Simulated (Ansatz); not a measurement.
# ZnFI: the band gap up the ladder of functionals

The task here is to estimate one member of a computed series from the others.

The runs shown are made with Ansatz 0.2.0. PAW datasets, plane waves. Note: simulated data, non-magnetic, for a generated structure that need not be the stable one.

## The system as given

The cell was relaxed beforehand with r2SCAN.

In-plane lattice: a = 3.716 Å, b = 3.716 Å, γ = 120.0°; thickness between the outer nuclei 2.48 Å. Around Zn lie 3 F at 2.29 Å and 3 I at 2.72 Å; around F lie 3 Zn at 2.29 Å; around I lie 3 Zn at 2.72 Å.

Structure file:

```cif
data_structure
_symmetry_space_group_name_H-M 'P 1'
_symmetry_Int_Tables_number 1
_cell_length_a 3.7164
_cell_length_b 3.7164
_cell_length_c 28.8619
_cell_angle_alpha 90.000
_cell_angle_beta 90.000
_cell_angle_gamma 120.000
_cell_volume 345.23
loop_
_atom_site_label
_atom_site_type_symbol
_atom_site_fract_x
_atom_site_fract_y
_atom_site_fract_z
_atom_site_occupancy
Zn1 Zn 0.00000 0.00000 0.32195 1
F1 F 0.33333 0.66667 0.34970 1
I1 I 0.66667 0.33333 0.26384 1
```
The sheet repeats along a and b alone.

The first run:

The input, input.yaml:

```yaml
crystal:
  lattice:
    - [3.7164122115, 0.0, 0.0]
    - [-1.8582061058, 3.2185073861, 0.0]
    - [0.0, 0.0, 28.8618571336]
  atoms:
    - { symbol: Zn, position: [0.0, 0.0, 0.3219481122] }
    - { symbol: F, position: [0.3333333333, 0.6666666667, 0.3496991472] }
    - { symbol: I, position: [0.6666666667, 0.3333333333, 0.2638434774] }
  periodic: [true, true, false]
kpoints:
  mp_grid: { grid: [12, 12, 1] }
  band_path:
    path:
      - [0, 0, 0]
      - [0.5, 0, 0]
      - [0.3333333333333, 0.3333333333333, 0]
      - [0, 0, 0]
    npoints: 10
hamiltonian:
  xc: pbe
scf:
  occupations: { method: fermi_dirac, width: 0.02 }
  n_extra_bands: 4
output:
  forces: true
  stress: true
  eigenvalues: true
```

Launch:

```sh
ansatz run input.yaml --threads 4 --pin off --max-ram 5529MiB --backend cpu --events-out ev --progress --plain --runs-dir out
```

Among the steps run: Band structure with PBE; Single point with r2SCAN; HSE06; PBE+SOC at the same geometry; PBE0 at the same geometry; LDA at the same geometry; Single point with HSE06+SOC; LC-ωPBE at the same geometry; Single point with Hartree-Fock.

One of the session's tables, all rows but one given; the rest of the session is left out.

| level | gap (eV) |
| --- | --- |
| PBE | 1.36 |
| r2SCAN | 1.81 |
| HSE06 | 2.39 |
| PBE+SOC | 1.01 |
| PBE0 | 3.10 |
| LDA | ? |
| HSE06+SOC | 2.00 |
| LC-ωPBE | 7.18 |
| Hartree-Fock | 7.82 |

Q: Estimate the row for LDA from the others.

As computed: gap (eV): 1.20. In the column «gap (eV)» it lies between PBE+SOC (1.01) and PBE (1.36).

Meshes: PBE 12×12×1, r2SCAN 12×12×1, HSE06 6×6×1, PBE+SOC 12×12×1, PBE0 6×6×1, LDA 12×12×1, HSE06+SOC 6×6×1, LC-ωPBE 6×6×1, Hartree-Fock 6×6×1.

In words: PBE+SOC gives the least gap, 1.01 eV, and Hartree-Fock the largest, 7.82 eV. Against HSE06, PBE is short by 1.03 eV, at 57 % of it, and r2SCAN 75 %. PBE0 lies 0.70 eV above HSE06, which differs from it by screening the long-range exchange.

Caveats from the session: Warnings in the runs' records: stress exchange threshold loose, stress scf threshold loose, xc potential rough in thin density.
